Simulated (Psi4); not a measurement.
**GeH4 (germane): wB97M-V/def2-TZVP**

What is the vertical singlet–triplet gap of GeH4 (germane) at wB97M-V/def2-TZVP? 

Program for the calculation: Psi4 1.11.

1 further run of the same task is left out (set aside as unsound or not needed).

### Step 1. The system as given

The species is GeH4 (5 atoms), meant as a singlet with charge 0. SMILES: `[GeH4]`. The coordinates come from a PBE0-D4/def2-TZVP relaxation.

Bond lengths: Ge1–H2 1.534 Å, Ge1–H3 1.534 Å, Ge1–H4 1.534 Å, Ge1–H5 1.534 Å. Angles: H2–Ge1–H3 109.5°, H2–Ge1–H4 109.5°, H2–Ge1–H5 109.5°, H3–Ge1–H4 109.5°, H3–Ge1–H5 109.5°, H4–Ge1–H5 109.5°.

### Step 2. The energy at wB97M-V/def2-TZVP

calc.py

```python
import psi4

psi4.set_memory(1600000000)
psi4.set_num_threads(1)
psi4.set_output_file('run.log', False)

geom = psi4.geometry("""
0 1
Ge     0.000100     0.000100     0.000000
H      1.148100    -0.756300     0.680600
H     -1.238800    -0.030000     0.904200
H     -0.329200    -0.669100    -1.340600
H      0.419800     1.455400    -0.244100
symmetry c1
no_reorient
no_com
""")

psi4.set_options({
    'basis': 'def2-TZVP',
    'puream': True,
    'e_convergence': 1e-09,
    'd_convergence': 1e-08,
    'scf_type': 'pk',
    'dft_radial_points': 99,
    'dft_spherical_points': 590,
})

E, wfn = psi4.energy("wb97m-v", return_wfn=True)
print('E =', round(E, 9))
```

Run with:

```bash
python calc.py
```

run.log:

```text
[...]
  Running in c1 symmetry.
[...]
  Nuclear repulsion =   45.420424199804401
[...]
  Multiplicity = 1
[...]
  Nalpha       = 18
  Nbeta        = 18
[...]
    Number of basis functions: 72
[...]
   @RKS iter   1: -2077.61967872342348   -1.76848e+00   4.26191e-02 DIIS/ADIIS
[...]
   @RKS iter  10: -2079.25050482346933   -2.72848e-12   1.52780e-09 DIIS
[...]
    Orbital Energies [Eh]
    ---------------------
    Doubly Occupied:
       1A   -399.331657     2A    -50.062179     3A    -44.465876
       4A    -44.465876     5A    -44.465875     6A     -6.395558
       7A     -4.530016     8A     -4.530016     9A     -4.530015
      10A     -1.325770    11A     -1.325769    12A     -1.325767
      13A     -1.322961    14A     -1.322961    15A     -0.678672
      16A     -0.437941    17A     -0.437916    18A     -0.437904
[...]
  @RKS Final Energy: -2079.25050482346933
   => Energetics <=
    Nuclear Repulsion Energy =             45.4204241998044012
    One-Electron Energy =               -2987.3108906952884354
    Two-Electron Energy =                 926.2316530543153021
    DFT Exchange-Correlation Energy =     -63.7420764872307331
    Empirical Dispersion Energy =           0.0000000000000000
    VV10 Nonlocal Energy =                  0.1503851049300280
    Total Energy =                      -2079.2505048234693277
[...]
 Multipole Moments:
 ------------------------------------------------------------------------------------
     Multipole            Electronic (a.u.)      Nuclear  (a.u.)        Total (a.u.)
 ------------------------------------------------------------------------------------
 L = 1.  Multiply by 2.5417464519 to convert [e a0] to [Debye]
 Dipole X            :         -0.0056723            0.0058582            0.0001859
 Dipole Y            :         -0.0059223            0.0060471            0.0001248
 Dipole Z            :         -0.0002095            0.0001890           -0.0000206
 Magnitude           :                                                    0.0002248
[...]
```

The script printed:

```text
E = -2079.250504823
```

Run time: 47 s. Hardware: 1 thread of Intel Xeon 6975P-C (Granite Rapids), shared host; peak memory 1 GiB.

### Step 3. The triplet

geh4.xyz

```xyz
5
GeH4
Ge     0.000100     0.000100     0.000000
H      1.148100    -0.756300     0.680600
H     -1.238800    -0.030000     0.904200
H     -0.329200    -0.669100    -1.340600
H      0.419800     1.455400    -0.244100
```

run_ase.py

```python
import numpy as np
from ase.calculators.psi4 import Psi4
from ase.io import read

atoms = read('geh4.xyz')
calc = Psi4(atoms=atoms, method='wb97m-v', basis='def2-TZVP', memory='1600MB', num_threads=1, charge=0, multiplicity=3, label='geh4', reference='uks')
calc.psi4.set_options({'puream': True, 'e_convergence': 1e-09, 'd_convergence': 1e-08, 'scf_type': 'pk', 'dft_radial_points': 99, 'dft_spherical_points': 590, 'maxiter': 100})
atoms.calc = calc

print(f'energy: {atoms.get_potential_energy():.6f} eV')
```

Run with:

```bash
python run_ase.py
```

geh4.dat:

```text
[...]
  Running in c1 symmetry.
[...]
  Nuclear repulsion =   45.420424199804401
[...]
  Multiplicity = 3
[...]
  Nalpha       = 19
  Nbeta        = 17
[...]
    Number of basis functions: 72
[...]
   @UKS iter   1: -2077.38743334546825   -1.53624e+00   4.20120e-02 ADIIS/DIIS
[...]
   @UKS iter  28: -2078.93867935035496   -8.64020e-12   4.44474e-09 DIIS
[...]
   @S^2 Observed:                2.001518775E+00
[...]
    Orbital Energies [Eh]
    ---------------------
    Alpha Occupied:
       1A   -399.357118     2A    -50.088882     3A    -44.495510
       4A    -44.491188     5A    -44.491187     6A     -6.423091
       7A     -4.564879     8A     -4.553596     9A     -4.553595
      10A     -1.361619    11A     -1.354902    12A     -1.354900
      13A     -1.346826    14A     -1.346823    15A     -0.737764
      16A     -0.542398    17A     -0.463081    18A     -0.463066
      19A     -0.136114
    Alpha Virtual:
      20A      0.091345    21A      0.091361    22A      0.091653
      23A      0.216001    24A      0.218887    25A      0.218891
[...]
  @UKS Final Energy: -2078.93867935035496
   => Energetics <=
    Nuclear Repulsion Energy =             45.4204241998044012
    One-Electron Energy =               -2986.0413914670375561
    Two-Electron Energy =                 925.2491763278432018
    DFT Exchange-Correlation Energy =     -63.7169488770079226
    Empirical Dispersion Energy =           0.0000000000000000
    VV10 Nonlocal Energy =                  0.1500604660428091
    Total Energy =                      -2078.9386793503549598
[...]
 Multipole Moments:
 ------------------------------------------------------------------------------------
     Multipole            Electronic (a.u.)      Nuclear  (a.u.)        Total (a.u.)
 ------------------------------------------------------------------------------------
 L = 1.  Multiply by 2.5417464519 to convert [e a0] to [Debye]
 Dipole X            :         -0.2288602           -0.0005051           -0.2293653
 Dipole Y            :         -0.0054480           -0.0004041           -0.0058521
 Dipole Z            :          0.1673209            0.0001010            0.1674219
 Magnitude           :                                                    0.2840295
[...]
```

On the terminal:

```text
energy: -56570.802925 eV
```

Wall time 2.3 min (1 thread of Intel Xeon 6975P-C (Granite Rapids), shared host); peak memory 1 GiB.

### Step 4. Results

At wB97M-V/def2-TZVP:

| quantity | value |
| --- | --- |
| singlet: total energy | -2079.25050 Eh |
| singlet: dipole moment | 0.00 D |
| singlet: HOMO energy | -11.92 eV |
| singlet: LUMO energy | 2.78 eV |
| singlet: HOMO–LUMO gap | 14.70 eV |
| triplet: total energy | -2078.93868 Eh |
| triplet: dipole moment | 0.72 D |
| triplet: HOMO energy (highest over α and β) | -3.70 eV |
| triplet: ⟨S²⟩ | 2.002 |
| vertical energy of the triplet above the singlet | 8.485 eV |

In words: At this shape the triplet lies 8.49 eV (196 kcal/mol) above the singlet.
